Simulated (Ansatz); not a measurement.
## Sr, space group P6_3/mmc: a test of the smearing width, step by step

Computed with Ansatz 0.2.0, Python API.

Run as a notebook:

**Cell 1**
```python
import ansatz as az
import pandas as pd
from pymatgen.core import Lattice, Structure
from pymatgen.io.ase import AseAtomsAdaptor
```

**Cell 2**
```python
pmg_structure = Structure(
    Lattice([[4.31, 0.0, 0.0], [-2.155, 3.732569, 0.0], [0.0, 0.0, 7.05]]),
    ["Sr", "Sr"],
    [
        [1 / 3, 2 / 3, 0.25],
        [2 / 3, 1 / 3, 0.75],
    ],
)
crystal = az.Crystal.from_ase(AseAtomsAdaptor.get_atoms(pmg_structure))
```

**Cell 3**
```python
crystal.resolved().tree()["lattice"]
```
Output:
```text
((4.31, 0.0, 0.0), (-2.155, 3.732569, 0.0), (0.0, 0.0, 7.05))
```

**Cell 4**
```python
calculation = (
    crystal.calculation()
    .functional("r2scan")
    .basis(530)
    .kpoints(6, 6, 4)
)
```

**Cell 5**
```python
rows = []
for value in [0.25, 0.15, 0.1, 0.05, 0.025]:
    summary = calculation.occupations("fermi_dirac", width=value).run(threads=1, backend="cpu").report
    rows.append((value, summary["free_energy_ev"] / len(summary["lattice"]["sites"]), summary["n_iterations"], summary["n_kpoints"]))
```

**Cell 6**
```python
table = pd.DataFrame(rows, columns=["width (eV)", "F/atom (eV)", "iterations", "k-points"])
table.round(5)
```
Output:
```text
   width (eV)  F/atom (eV)  iterations  k-points
0       0.250  -3555.24479           7        21
1       0.150  -3555.15505           7        21
2       0.100  -3555.12421           7        21
3       0.050  -3555.10434           7        21
4       0.025  -3555.09889           7        21
```

**Cell 7**
```python
# the last row is the reference
for row in rows[:-1]:
    shift = 1000 * (row[1] - rows[-1][1])
    print(f"{row[0]}: {shift:+.2f} meV/atom" + ("  (within 5 meV)" if abs(shift) < 5 else ""))
```
Output:
```text
0.25: -145.90 meV/atom
0.15: -56.16 meV/atom
0.1: -25.32 meV/atom
0.05: -5.44 meV/atom
```

Going from 0.025 to 0.25 eV changes F by -145.9 meV an atom. With this scheme F falls roughly as the square of the width; the report's estimate for zero width (energy_sigma0_ev) moves by only -13.4 meV.

What to keep in mind:
- For a metal this k-point mesh is coarse: on a finer one energies can move by several to tens of meV an atom and pressures by half a GPa or more, differences at one mesh by less.
- A Fermi-Dirac width this large means warm electrons, whose thermal share enters the free energy.
- The narrowest width needs the finest mesh, so the last row is no converged reference.
- This isn't the structure that Sr takes at ambient conditions.
- The whole script took 12 s on 1 thread of Intel(R) Xeon(R) 6975P-C (Granite Rapids), on a shared host, peak memory 0.72 GiB.
